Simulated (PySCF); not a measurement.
# RuNF: quintet, from a bent start

Aim: relax RuNF as a quintet from a bent start, check by its vibrations whether the end is a minimum, and collect its spectrum and constants.

Method: PBE0, basis Ru def2-TZVP with ECP28, N def2-TZVP, F def2-TZVP, scalar-relativistic core potentials, no spin–orbit coupling, density fitting; program: PySCF 2.14.0.

### 1 The system as given

3 atoms, charge 0, spin multiplicity 5.

Bond lengths: Ru1–N2 1.740 Å, Ru1–F3 1.890 Å. Angles: N2–Ru1–F3 110.0°.

Z-matrix (Å, degrees; charge 0 multiplicity 5):
```
Ru
N  1 1.7400
F  1 1.8900 2 110.00
```

### 2 Bent start, quintet: relaxation

One driver script runs all steps and calls PySCF; scf.py shows how it sets up the SCF of each step. The optimiser is the driver's own. Before each start the driver seeks the lowest SCF state from one or more starting densities and follows internal instabilities, so scf.py alone need not reach the same state.

The program finds Cs symmetry in the start, which this walk keeps. Threshold on the gradient: 0.0003 Eh/bohr, with a further test on the energy change.

scf.py reads:

```python
from pyscf import gto, scf, dft
mol = gto.M(atom='''
Ru    -0.070084     0.000000    -0.256262
N     -1.495384     0.000000     0.741738
F      1.478116     0.000000     0.827838''',
    basis={'Ru': 'def2-TZVP', 'N': 'def2-TZVP', 'F': 'def2-TZVP'},
    ecp={'Ru': 'def2-TZVP'},
    charge=0, spin=4)
mf = dft.UKS(mol, xc='PBE0')
mf.grids.atom_grid = (50, 194)
aux = {'Ru': 'def2-universal-JKFIT', 'N': 'def2-universal-JKFIT', 'F': 'def2-universal-JKFIT'}
mf = mf.density_fit(auxbasis=aux)
mf.kernel()
```

The optimiser's trace:

```csv
step,energy (Eh),change (kJ/mol),largest symmetric gradient (Eh/bohr)
0,-249.288716,0.00,0.04605
1,-249.294396,-14.91,0.00520
2,-249.294654,-15.59,0.00160
3,-249.294678,-15.65,0.00057
4,-249.294678,-15.66,0.00006
```

The walk took 38 s on 2 threads, shared host.

Positions (Å) and forces (eV/Å) along the way:

```
step 0
Ru  -0.070   0.000  -0.256  -1.704   0.000   2.368
N   -1.495   0.000   0.742   2.008   0.000  -1.799
F    1.478   0.000   0.828  -0.304   0.000  -0.570
step 1
Ru  -0.088   0.000  -0.195  -0.113   0.000   0.268
N   -1.488   0.000   0.704   0.008   0.000  -0.178
F    1.489   0.000   0.805   0.105   0.000  -0.090
step 2
Ru  -0.089   0.000  -0.173   0.055   0.000   0.025
N   -1.508   0.000   0.691  -0.082   0.000   0.004
F    1.509   0.000   0.796   0.027   0.000  -0.029
step 3
Ru  -0.088   0.000  -0.165  -0.030   0.000   0.016
N   -1.517   0.000   0.686   0.029   0.000  -0.014
F    1.518   0.000   0.792   0.001   0.000  -0.002
step 4
Ru  -0.089   0.000  -0.164   0.002   0.000  -0.001
N   -1.517   0.000   0.686  -0.002   0.000   0.004
F    1.518   0.000   0.792   0.000   0.000  -0.003
```

End point (Cs, 4 steps, 15.7 kJ/mol gained): Ru–F 1.870 Å, Ru–N 1.662 Å; F–Ru–N 118.5°.

### 3 Vibrations and properties at this point

On the finer grid the gradient is checked again; gradients at displacements of ±0.01 bohr then give force constants and infrared intensities.

scf.py: that of step 2 with these lines changed.

```diff
@@ -3,3 +3,3 @@
-Ru    -0.070084     0.000000    -0.256262
-N     -1.495384     0.000000     0.741738
-F      1.478116     0.000000     0.827838''',
+Ru    -0.077954     0.000000    -0.223532
+N     -1.505827     0.000000     0.628025
+F      1.528333     0.000000     0.733394''',
@@ -10 +10 @@
-mf.grids.atom_grid = (50, 194)
+mf.grids.atom_grid = (75, 302)
```

The driver hands on the density of the step before, so the log starts near convergence.

SCF at the final geometry:

```text
init E= -249.294795965886
[... the frontier-level lines of each cycle are left out ...]
cycle= 1 E= -249.294795964556  delta_E= 1.33e-09  |g|= 6.16e-05  |ddm|= 3.73e-05
cycle= 2 E= -249.294795941653  delta_E= 2.29e-08  |g|= 0.000248  |ddm|= 0.00015
cycle= 3 E= -249.29479596609  delta_E= -2.44e-08  |g|= 4.9e-06  |ddm|= 0.00012
cycle= 4 E= -249.294795966103  delta_E= -1.34e-11  |g|= 2.39e-06  |ddm|= 3.72e-06
Extra cycle  E= -249.294795966115  delta_E= -1.14e-11  |g|= 3.49e-06  |ddm|= 5.91e-06
converged SCF energy = -249.294795966115  <S^2> = 6.0203799  2S+1 = 5.0081453
```

The whole step took 2.9 min.

Geometry: Cs; Ru–F 1.870 Å, Ru–N 1.663 Å; F–Ru–N 118.4°.

Modes, for the most abundant isotopes:

| symmetry | ω (cm⁻¹) | IR (km/mol) | μ (u) | type |
| --- | --- | --- | --- | --- |
| a' | 228 | 7.6 | 17.83 | bend |
| a' | 639 | 103 | 21.74 | stretch |
| a' | 987 | 48.8 | 15.67 | stretch |

All wavenumbers are real: a minimum.

Properties at this point:

| Quantity | Value |
| --- | --- |
| Dipole moment | 2.64 D |
| Highest occupied level | -6.73 eV |
| Lowest empty level | -4.37 eV |
| Rotational constants | 0.88, 0.215, 0.1728 cm⁻¹ |
| Zero-point energy | 11.1 kJ/mol |
| Principal polarisabilities | 31.1, 37.5, 51.5 bohr³ |
| Atomisation energy without zero-point energy | 736 kJ/mol |
| Principal traceless quadrupole moments about the centre of mass | -7.08, 2.03, 5.05 D Å |
| Entropy at 298.15 K and 1 bar (electronic part: spin only) | 291.3 J/(mol K) |
| Heat capacity Cp at 298.15 K | 46.4 J/(mol K) |
| Enthalpy at 298.15 K above 0 K | 11.74 kJ/mol |
| Rotational symmetry number | 1 |
| Spin squared ⟨S²⟩ | 6.020 |

Populations by atom (charges in e):

```json
{"atom": "Ru1", "Mulliken": "0.96", "Löwdin": "0.58", "polar tensor": "1.01", "spin (Mulliken)": "3.04", "Mayer order to Ru1": "–"}
{"atom": "N2", "Mulliken": "-0.45", "Löwdin": "-0.27", "polar tensor": "-0.39", "spin (Mulliken)": "0.83", "Mayer order to Ru1": "2.42"}
{"atom": "F3", "Mulliken": "-0.51", "Löwdin": "-0.32", "polar tensor": "-0.62", "spin (Mulliken)": "0.13", "Mayer order to Ru1": "0.75"}
```

Outer orbital energies (eV). α occupied: -12.79, -12.05, -11.32, -10.52, -10.02, -9.52, -7.05, -6.73; empty: -2.67, -1.30, -0.20, 0.93. β occupied: -31.65, -20.55, -12.99, -11.90, -11.51, -10.06, -9.68, -9.24; empty: -4.37, -4.34, -3.16, -2.12.

Mulliken populations on Ru1 (outside its core potential): s 2.53, p 6.28, d 6.21, f 0.02.

### 4 Results

| quantity | value |
| --- | --- |
| minimum | quintet, Cs |
| geometry | Ru–F 1.870 Å, Ru–N 1.663 Å; F–Ru–N 118.4° |
| wavenumbers (cm⁻¹) | 228 (a'), 639 (a'), 987 (a') |
| dipole moment | 2.64 D |
| highest occupied, lowest empty level (either spin) | -6.73, -4.37 eV |
| polar-tensor charge of Ru1 | +1.01 e |
| zero-point energy | 11.1 kJ/mol |
| entropy at 298.15 K | 291.3 J/(mol K) |
| atomisation energy (no zero-point energy) | 736 kJ/mol |
| ⟨S²⟩ | 6.020 |

The bent start keeps its Cs symmetry and ends in a minimum. In the infrared the band at 639 cm⁻¹ (a', stretch) leads. Most of the spin sits on Ru1 (Mulliken spin 3.04, against 4 for the whole molecule). Only this shape and spin were tried, so other structures or states may lie lower. Open d and f shells are described by one determinant, and the ground state may have another occupation or spin.

The search up to here took 4.4 min.
